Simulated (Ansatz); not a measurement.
Cd3Se, 4 atoms in the cell. The structure is tetragonal, space group I4/mmm (No. 139). The conventional cell has a = 4.082 Å, b = 4.082 Å, c = 12.174 Å, α = 90.00°, β = 90.00°, γ = 90.00°. Cd (site symmetry 4/mmm) has 4 Se at 2.89 Å as nearest neighbours. Cd (site symmetry -4m2) has 4 Cd at 2.89 Å as nearest neighbours. Se (site symmetry 4/mmm) is surrounded by 4 Cd at 2.89 Å. The cell comes from a database or a generator and needn't be the stable form of this composition.

| Item | Value |
| --- | --- |
| Program | Ansatz 0.2.0 |
| Task | band structure |
| Functional | PBEsol |
| Potentials or basis | Ansatz PAW |
| Cutoff | 420 eV (not typed: the program's choice for these potentials) |
| k mesh | 9 × 9 × 9 |
| Occupations | fermi-dirac, width 0.05 eV |
| Spin | spin-orbit coupling, no magnetisation |
| Path | [["G", "X", "Y", "S", "G", "Z", "S1", "N", "P", "Y1", "Z"], ["X", "P"]] |
| Points for each segment of the path | 14 |

Potentials or basis: Ansatz PAW.

Launch:

```bash
$ ansatz run input.yaml --threads 2 --pin off --max-ram 5632MiB --backend cpu --events-out ev --progress --plain --runs-dir out
```

Hardware: 2 threads of Arm Neoverse V1, on a shared host.

Problem. Estimate the wall time of this run.

Solution. It took 5.5 min on 2 threads of Arm Neoverse V1 (shared host), peak memory 1.4 GiB. Counts: scf iterations 11, plane waves 2001, k points 75, bands 86.
